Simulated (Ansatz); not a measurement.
**AlH2Br (SMILES [AlH2][Br]) at 6 levels**

Aim: a comparison of 6 runs (SVWN5/STO-3G, UB3LYP/STO-3G, MP2/STO-3G, BCCD(T)/STO-3G, CCSDT/STO-3G, UCCSD(T)/STO-3G) of AlH2Br. 

Program for the calculation: Ansatz 0.2.0.

58 further runs of the same task are left out: 7 that didn't finish, 51 set aside as unsound or not needed.

## (1) The molecule

AlH2Br: 4 atoms, total charge 0, spin state singlet. SMILES: `[AlH2][Br]`. The Br2–Al1 distance was set to 3.385 Å, away from the relaxed value. At this shape a bond of the SMILES string is far longer than usual.

Bond lengths: Al1–H3 1.576 Å, Al1–H4 1.576 Å. Angles: H3–Al1–H4 124.9°.

## (2) A single-point energy at SVWN5/STO-3G (run 1)

File input.yaml:

```yaml
crystal:
  periodic: [false, false, false]
  atoms:
    - {symbol: Al, position_ang: [-1.064863, -0.345339, -0.705276]}
    - {symbol: Br, position_ang: [1.684900, 0.496600, 1.079700]}
    - {symbol: H, position_ang: [-1.478163, -1.865439, -0.734176]}
    - {symbol: H, position_ang: [-1.836263, 0.812061, -1.445376]}
basis:
  gaussian: {orbitals: STO-3G}
total_charge: 0
hamiltonian: {xc: {name: SVWN5}}
accuracy: high
```

Started as:

```bash
$ ansatz run input.yaml --threads 1 --pin off --max-ram 2610MiB --events-out events.jsonl --progress --plain --runs-dir runs
```

Output:

```text
Warning: RAYON_NUM_THREADS=1 ignored (pool sized by the plan → 1); use --threads N
Functional definition: SVWN5
  name "SVWN5"
  exchange = slater_x
  correlation = vwn5_c
380 factors; integrals over basis functions are off by at most 3.4e-8 eV
mean field evaluation 1: about -75690.0318 eV, gradient 2.6e1 eV
mean field evaluation 2: about -75593.9729 eV, gradient 5.8e1 eV
mean field evaluation 4: about -75612.0646 eV, gradient 6.1e1 eV
mean field evaluation 8: about -75694.6703 eV, gradient 9.5e-1 eV
mean field evaluation 16: about -75694.6345 eV, gradient 3.2e-3 eV
mean field -75694.63445324 eV, -2781.7265084907 hartree, gradient 6.3e-8 eV, S^2 0.000000; 0 other end points of the search recorded, 0 dependent functions left out
reference -75694.63445504 eV, -2781.7265085569 hartree; 25, 25 occupied and 4, 4 virtual orbitals, 380 factors
Total energy: -75694.63445504 eV, -2781.7265085569 hartree
```

Wall time 0.91 s (1 thread of Arm Neoverse V1, shared host); peak memory 0.095 GiB.

## (3) A single-point energy at UB3LYP/STO-3G (run 2)

File job.yaml:

```yaml
crystal:
  periodic: [false, false, false]
  atoms:
    - {symbol: Al, position_ang: [-1.064863, -0.345339, -0.705276]}
    - {symbol: Br, position_ang: [1.684900, 0.496600, 1.079700]}
    - {symbol: H, position_ang: [-1.478163, -1.865439, -0.734176]}
    - {symbol: H, position_ang: [-1.836263, 0.812061, -1.445376]}
basis:
  gaussian: {orbitals: STO-3G}
magnetization: {spin_polarized: true, initial_magnetization: 0}
hamiltonian: {xc: {name: B3LYP}}
accuracy: high
```

Started as:

```bash
$ ansatz run job.yaml --threads 1 --pin off --max-ram 2610MiB --events-out events.jsonl --progress --plain --runs-dir runs
```

Output:

```text
Warning: RAYON_NUM_THREADS=1 ignored (pool sized by the plan → 1); use --threads N
Functional definition: B3LYP
  name "B3LYP"
  parameter a0 = 0.2
  parameter ax = 0.72
  parameter ac = 0.81
  exchange = (1 - a0 - ax)*slater_x + ax*b88_x + a0*exact_x
  correlation = (1 - ac)*vwn_rpa_c + ac*lyp_c
380 factors; integrals over basis functions are off by at most 3.4e-8 eV
mean field evaluation 1: about -75823.2929 eV, gradient 1.6e1 eV
mean field evaluation 2: about -75731.9209 eV, gradient 3.3e1 eV
mean field evaluation 4: about -75821.4017 eV, gradient 1.8e1 eV
mean field evaluation 8: about -75827.1853 eV, gradient 2.3e-1 eV
mean field evaluation 16: about -75827.1539 eV, gradient 6.2e-6 eV
mean field evaluation 32: about -75827.1546 eV, gradient 4.1e-6 eV
mean field -75827.15463048 eV, -2786.5965351785 hartree, gradient 8.3e-8 eV, S^2 0.036185; 7 other end points of the search recorded, 0 dependent functions left out
reference -75827.15465975 eV, -2786.5965362543 hartree; 25, 25 occupied and 4, 4 virtual orbitals, 380 factors
Total energy: -75827.15465975 eV, -2786.5965362543 hartree
```

Run time: 6 s. Hardware: 1 thread of Arm Neoverse V1, shared host; peak memory 0.15 GiB.

Runs 3 to 5 aren't shown in full; the table further down has their settings and results.

## (4) The energy at UCCSD(T)/STO-3G (run 6)

input.yaml: that of step 2 with these lines changed.

```diff
@@ -8,5 +8,12 @@
 basis:
-  gaussian: {orbitals: STO-3G}
-total_charge: 0
-hamiltonian: {xc: {name: SVWN5}}
+  gaussian:
+    orbitals: STO-3G
+magnetization:
+  spin_polarized: true
+  initial_magnetization: 0
+correlation:
+  method: ccsd_t
+  frozen_orbitals: {Al: 5, Br: 9, H: 0}
 accuracy: high
+scf:
+  omitted_lower_state_checks: [cluster_reference, increment]
```

Started as:

```bash
$ ansatz run input.yaml --threads 1 --pin off --max-ram 2610MiB --events-out events.jsonl --progress --plain --runs-dir runs
```

Output:

```text
Warning: RAYON_NUM_THREADS=1 ignored (pool sized by the plan → 1); use --threads N
[... 15 lines left out ...]
14 core orbitals not correlated: weight in the atoms' cores, before any rotation towards them, 0.999 or more for the frozen orbitals, at most 0.000 for the correlated occupied ones
[... 35 lines left out ...]
WARN: these amplitudes may be one of several solutions (largest doubles amplitude 0.37, level shift 1.20 eV)
Total energy: -75777.92191352 eV, -2784.7872662016 hartree
Checks for a lower state left out: cluster_reference, increment
```

Run time: 1.2 s. Hardware: 1 thread of Arm Neoverse V1, shared host.

## (5) The series

| run | level | frozen core orbitals | energy (Eh) | wall time |
| --- | --- | --- | --- | --- |
| 1 | SVWN5/STO-3G | – | -2781.726509 | 0.91 s |
| 2 | UB3LYP/STO-3G | – | -2786.596536 | 6 s |
| 3 | MP2/STO-3G | 14 | -2784.760142 | 0.24 s |
| 4 | BCCD(T)/STO-3G | 14 | -2784.787739 | 0.34 s |
| 5 | CCSDT/STO-3G | 14 | -2784.788430 | 0.56 s |
| 6 | UCCSD(T)/STO-3G | 14 | -2784.787266 | 1.2 s |

## (6) Outcome

| quantity | value |
| --- | --- |
| run 6: total energy | -2784.78727 Eh |
| run 6: correlation energy (14 core orbitals frozen) | -57.4 mEh |
| run 6: (T) correction | -1.58 mEh |
| run 6: ⟨S²⟩ of the reference determinant | 0.636 |
| run 6: T1 diagnostic | 0.059 |

**Reading.** Totals of different functionals can't be ranked against each other. In runs 3, 4, 5 the log says that unrestricted orbitals would lower the reference, so the values rest on an unstable closed-shell determinant (other closed-shell runs at this shape may share the fault). In runs 1, 2, 3, 4, 5, 6 the basis is minimal, so the values are rough. Spin contamination of the reference: run 6 ⟨S²⟩ = 0.64. Where it is this large, the reference is a mixture of spin states, and values that rest on it are in doubt. All runs together took 9.3 s, the longest 6 s.
